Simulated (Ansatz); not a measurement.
**triplet C2H7NSi: levels of theory compared**

Wanted: a comparison of 3 runs (UB2PLYP/cc-pVDZ, UMP2/cc-pVDZ, UCCSD(T)/cc-pVDZ) of triplet C2H7NSi. 

The results are computed with Ansatz 0.2.0.

52 further runs of the same task are left out: 52 set aside as unsound or not needed.

## Step 1: The structure to begin with

The species is C2H7NSi (11 atoms), meant as a triplet with charge 0. SMILES of the parent species: `C=NC[SiH3]`. The shape is that of a PBE0-D4/def2-TZVP optimisation. That shape belongs to the parent species and isn't relaxed for this state.

Bond lengths: C1–N2 1.259 Å, N2–C3 1.436 Å, C3–Si4 1.892 Å, C1–H5 1.089 Å, C1–H6 1.099 Å, C3–H7 1.095 Å, C3–H8 1.102 Å, Si4–H9 1.487 Å, Si4–H10 1.484 Å, Si4–H11 1.488 Å. Some angles: C1–N2–C3 118.6°, N2–C3–Si4 109.5°, N2–C1–H5 119.2°, N2–C1–H6 123.3°, N2–C3–H7 109.0°, N2–C3–H8 113.6°, Si4–C3–H7 106.9°, Si4–C3–H8 109.5°, C3–Si4–H9 109.5°, C3–Si4–H10 110.5°.

## Step 2: The energy at UB2PLYP/cc-pVDZ (run 1)

File job.yaml:

```yaml
crystal:
  periodic: [false, false, false]
  atoms:
    - {symbol: C, position_ang: [-0.639400, 1.869300, 0.363900]}
    - {symbol: N, position_ang: [-0.998600, 0.713100, 0.018000]}
    - {symbol: C, position_ang: [-0.299000, -0.417000, 0.562600]}
    - {symbol: Si, position_ang: [0.706300, -1.257400, -0.802700]}
    - {symbol: H, position_ang: [-1.145900, 2.733500, -0.063200]}
    - {symbol: H, position_ang: [0.166900, 2.059000, 1.086600]}
    - {symbol: H, position_ang: [-1.029900, -1.151400, 0.917900]}
    - {symbol: H, position_ang: [0.365200, -0.161700, 1.404500]}
    - {symbol: H, position_ang: [1.729600, -0.311300, -1.319900]}
    - {symbol: H, position_ang: [-0.179800, -1.683000, -1.914500]}
    - {symbol: H, position_ang: [1.389900, -2.450100, -0.232400]}
basis:
  gaussian: {orbitals: cc-pVDZ}
output: {orbitals: {seedname: orbitals}}
total_charge: 0
accuracy: high
hamiltonian: {xc: {name: B2PLYP}}
correlation: {frozen_orbitals: {C: 1, H: 0, "N": 1, Si: 5}}
magnetization: {spin_polarized: true, initial_magnetization: 2}
```

Command:

```sh
$ ansatz run job.yaml --threads 1 --pin off --max-ram 2610MiB --events-out events.jsonl --progress --plain --runs-dir runs
```

Output:

```text
Warning: RAYON_NUM_THREADS=1 ignored (pool sized by the plan → 1); use --threads N
Functional definition: B2PLYP
  name "B2PLYP"
  parameter a = 0.53
  parameter c = 0.27
  exchange = (1 - a)*b88_x + a*exact_x
  correlation = (1 - c)*lyp_c + c*(mp2_os + mp2_ss)
2314 factors; integrals over basis functions are off by at most 3.8e-9 eV
mean field evaluation 1: about -11535.0907 eV, gradient 2.2e1 eV
mean field evaluation 2: about -11535.2068 eV, gradient 2.2e1 eV
mean field evaluation 4: about -11538.0063 eV, gradient 2.4e0 eV
mean field evaluation 8: about -11538.0733 eV, gradient 4.1e-1 eV
mean field evaluation 16: about -11538.0772 eV, gradient 2.0e-3 eV
mean field evaluation 32: about -11538.0772 eV, gradient 1.3e-6 eV
mean field -11538.07719750 eV, -424.0165162186 hartree, gradient 7.2e-8 eV, S^2 2.009950; 2 other end points of the search recorded, 0 dependent functions left out
8 core orbitals not correlated: weight in the atoms' cores, before any rotation towards them, 1.000 or more for the frozen orbitals, at most 0.000 for the correlated occupied ones
reference -11538.07722546 eV, -424.0165172461 hartree; 13, 11 occupied and 74, 76 virtual orbitals, 2314 factors
second order -16.93735040 eV of doubles, -0.00000000 eV of singles
Total energy: -11542.65031007 eV, -424.1845750057 hartree
```

Run time: 39 s. Hardware: 1 thread of Arm Neoverse V1, shared host; peak memory 0.46 GiB.

## Step 3: A single-point energy at UMP2/cc-pVDZ (run 2)

File run.yaml:

```yaml
crystal:
  periodic: [false, false, false]
  atoms:
    - {symbol: C, position_ang: [-0.639400, 1.869300, 0.363900]}
    - {symbol: "N", position_ang: [-0.998600, 0.713100, 0.018000]}
    - {symbol: C, position_ang: [-0.299000, -0.417000, 0.562600]}
    - {symbol: Si, position_ang: [0.706300, -1.257400, -0.802700]}
    - {symbol: H, position_ang: [-1.145900, 2.733500, -0.063200]}
    - {symbol: H, position_ang: [0.166900, 2.059000, 1.086600]}
    - {symbol: H, position_ang: [-1.029900, -1.151400, 0.917900]}
    - {symbol: H, position_ang: [0.365200, -0.161700, 1.404500]}
    - {symbol: H, position_ang: [1.729600, -0.311300, -1.319900]}
    - {symbol: H, position_ang: [-0.179800, -1.683000, -1.914500]}
    - {symbol: H, position_ang: [1.389900, -2.450100, -0.232400]}
basis:
  gaussian: {orbitals: cc-pVDZ}
magnetization: {spin_polarized: true, initial_magnetization: 2}
correlation: {method: mp2, frozen_orbitals: {C: 1, H: 0, "N": 1, Si: 5}}
accuracy: high
```

Command:

```sh
$ ansatz run run.yaml --threads 1 --pin off --max-ram 2610MiB --events-out events.jsonl --progress --plain --runs-dir runs
```

Output, shortened:

```text
Warning: RAYON_NUM_THREADS=1 ignored (pool sized by the plan → 1); use --threads N
Functional definition: HF
  name "HF"
[...]
2314 factors; integrals over basis functions are off by at most 3.8e-9 eV
[...]
mean field -11511.15254463 eV, -423.0270534756 hartree, gradient 2.0e-8 eV, S^2 2.018541; 5 other end points of the search recorded, 0 dependent functions left out
8 core orbitals not correlated: weight in the atoms' cores, before any rotation towards them, 1.000 or more for the frozen orbitals, at most 0.000 for the correlated occupied ones
reference -11511.15254463 eV, -423.0270534756 hartree; 13, 11 occupied and 74, 76 virtual orbitals, 2314 factors
second order -13.63480560 eV of doubles, -0.00000000 eV of singles
Total energy: -11524.78735023 eV, -423.5281233395 hartree
```

It took 16 s on 1 thread of Arm Neoverse V1, shared host; peak memory 0.37 GiB.

## Step 4: The energy at UCCSD(T)/cc-pVDZ (run 3)

File in.yaml:

```yaml
crystal:
  periodic: [false, false, false]
  atoms:
    - {symbol: C, position_ang: [-0.639400, 1.869300, 0.363900]}
    - {symbol: "N", position_ang: [-0.998600, 0.713100, 0.018000]}
    - {symbol: C, position_ang: [-0.299000, -0.417000, 0.562600]}
    - {symbol: Si, position_ang: [0.706300, -1.257400, -0.802700]}
    - {symbol: H, position_ang: [-1.145900, 2.733500, -0.063200]}
    - {symbol: H, position_ang: [0.166900, 2.059000, 1.086600]}
    - {symbol: H, position_ang: [-1.029900, -1.151400, 0.917900]}
    - {symbol: H, position_ang: [0.365200, -0.161700, 1.404500]}
    - {symbol: H, position_ang: [1.729600, -0.311300, -1.319900]}
    - {symbol: H, position_ang: [-0.179800, -1.683000, -1.914500]}
    - {symbol: H, position_ang: [1.389900, -2.450100, -0.232400]}
basis:
  gaussian: {orbitals: cc-pVDZ}
magnetization: {spin_polarized: true, initial_magnetization: 2}
correlation: {method: ccsd_t, frozen_orbitals: {C: 1, H: 0, "N": 1, Si: 5}}
accuracy: high
scf: {omitted_lower_state_checks: [cluster_reference, increment]}
```

Command:

```sh
$ ansatz run in.yaml --threads 1 --pin off --max-ram 2610MiB --events-out events.jsonl --progress --plain --runs-dir runs
```

Output:

```text
Warning: RAYON_NUM_THREADS=1 ignored (pool sized by the plan → 1); use --threads N
[... 14 lines left out ...]
8 core orbitals not correlated: weight in the atoms' cores, before any rotation towards them, 1.000 or more for the frozen orbitals, at most 0.000 for the correlated occupied ones
[... 38 lines left out ...]
Total energy: -11526.97368705 eV, -423.6084697358 hartree
Checks for a lower state left out: cluster_reference, increment
```

Run time: 2.7 min. Hardware: 1 thread of Arm Neoverse V1, shared host; peak memory 1.3 GiB.

## Step 5: Overview of the runs

| run | level | energy (Eh) | ⟨S²⟩ | wall time |
| --- | --- | --- | --- | --- |
| 1 | UB2PLYP/cc-pVDZ | -424.184575 | 2.010 | 39 s |
| 2 | UMP2/cc-pVDZ | -423.528123 | 2.019 | 16 s |
| 3 | UCCSD(T)/cc-pVDZ | -423.608470 | 2.019 | 2.7 min |

## Step 6: What came out

```
                                          quantity          value
                               run 3: total energy  -423.60847 Eh
run 3: correlation energy (8 core orbitals frozen)     -581.4 mEh
                             run 3: (T) correction     -16.12 mEh
          run 3: ⟨S²⟩ of the reference determinant          2.019
                              run 3: T1 diagnostic          0.020
```

All runs together took 3.7 min, the longest 2.7 min.
